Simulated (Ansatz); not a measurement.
Working through cell relaxations under several functionals of TaN, space group P-62m

With the Ansatz DFT code, driven from Python.

Notebook, run cell by cell (the value of a cell's last expression is shown):

```python
import ansatz
import numpy as np
```

```python
def edges_and_angles(cell):
    cell = np.asarray(cell)
    a, b, c = np.linalg.norm(cell, axis=1)
    cosines = cell[1] @ cell[2] / (b * c), cell[0] @ cell[2] / (a * c), cell[0] @ cell[1] / (a * b)
    return (a, b, c, *np.degrees(np.arccos(cosines)))

crystal = (
    ansatz.Lattice.of((5.196, 0.0, 0.0), (-2.598, 4.499868, 0.0), (0.0, 0.0, 2.911))
    .atom("Ta", (1 / 3, 2 / 3, 0.5))
    .atom("Ta", (2 / 3, 1 / 3, 0.5))
    .atom("Ta", (0.0, 0.0, 0.0))
    .atom("N", (0.39285, 0.0, 0.0))
    .atom("N", (0.60715, 0.60715, 0.0))
    .atom("N", (0.0, 0.39285, 0.0))
)

crystal.resolved().sites[-1]
```

    Site(symbol='N', position=(0.0, 0.39285, 0.0), moment=None, axis=None, held=None, saved=None)

```python
setup = (
    crystal.calculation()
    .basis(550)
    .kpoints(mesh=(6, 6, 9))
    .occupations(ansatz.OccupationsMethod.COLD, width=0.1)
    .scf(tolerance=1e-09)
    .relax(cell=True, force_tolerance=0.02, max_steps=40)
)

levels = [("pbesol", "none"), ("pbesol", "d3bj"), ("blyp", "d3bj")]
print("level            a       b       c    alpha   beta  gamma  V/atom  steps")
for name, dispersion in levels:
    seen = []
    run = setup.functional(name, dispersion=dispersion).session().plan()
    outcome = run.execute(on_event=lambda e: seen.append(e) if e["event"] == "relax_step" else None)
    cell = outcome.lattice.cell_ang
    label = name if dispersion == "none" else f"{name}+{dispersion}"
    print("{:13s} {:7.4f} {:7.4f} {:7.4f} {:6.2f} {:6.2f} {:6.2f}".format(label, *edges_and_angles(cell)), f"{abs(np.linalg.det(cell)) / len(outcome.lattice.sites):7.3f} {len(seen):5d}")
```

    level            a       b       c    alpha   beta  gamma  V/atom  steps
    DeckWarning: relax.cell: scf.convergence.dr2_threshold = 1e-9 eV is looser than the 6e-10 eV advised for a relaxation that steers and ends on the stress (1e-10 eV for each atom of the cell: 6). What an SCF threshold leaves in a stress goes as its square root, and in the free energy as the threshold itself, and one [...]
    pbesol         5.1809  5.1809  2.8944  90.00  90.00 120.00  11.214     5
    pbesol+d3bj    5.1443  5.1443  2.8789  90.00  90.00 120.00  10.997     6
    blyp+d3bj      5.2031  5.2031  2.9039  90.00  90.00 120.00  11.347     4

From smallest to largest: PBEsol+D3BJ (11.00 Å³ an atom, -3.1 % against the start), PBEsol (11.21 Å³ an atom, -1.1 % against the start) and BLYP+D3BJ (11.35 Å³ an atom, +0.0 % against the start). The spread is 3.2 % in volume.

Reading the output:
- The run is spin-unpolarised.
- BLYP and dispersion corrections can be off by several per cent in the lattices of metals, and by several GPa in the pressure at a fixed cell.
- For a metal this k-point mesh is coarse: on a finer one energies can move by several to tens of meV an atom and pressures by half a GPa or more, differences at one mesh by less.
- Spin-orbit coupling, which matters for elements this heavy, is left out.
- The starting cell is as deposited in a crystallographic database; the results hold for this polymorph, which needn't be the stable one.
- Warnings are shown shortened and without file and line.
- Run time: 2.7 min on 1 thread of Arm Neoverse V1, on a shared host, peak memory 0.47 GiB.
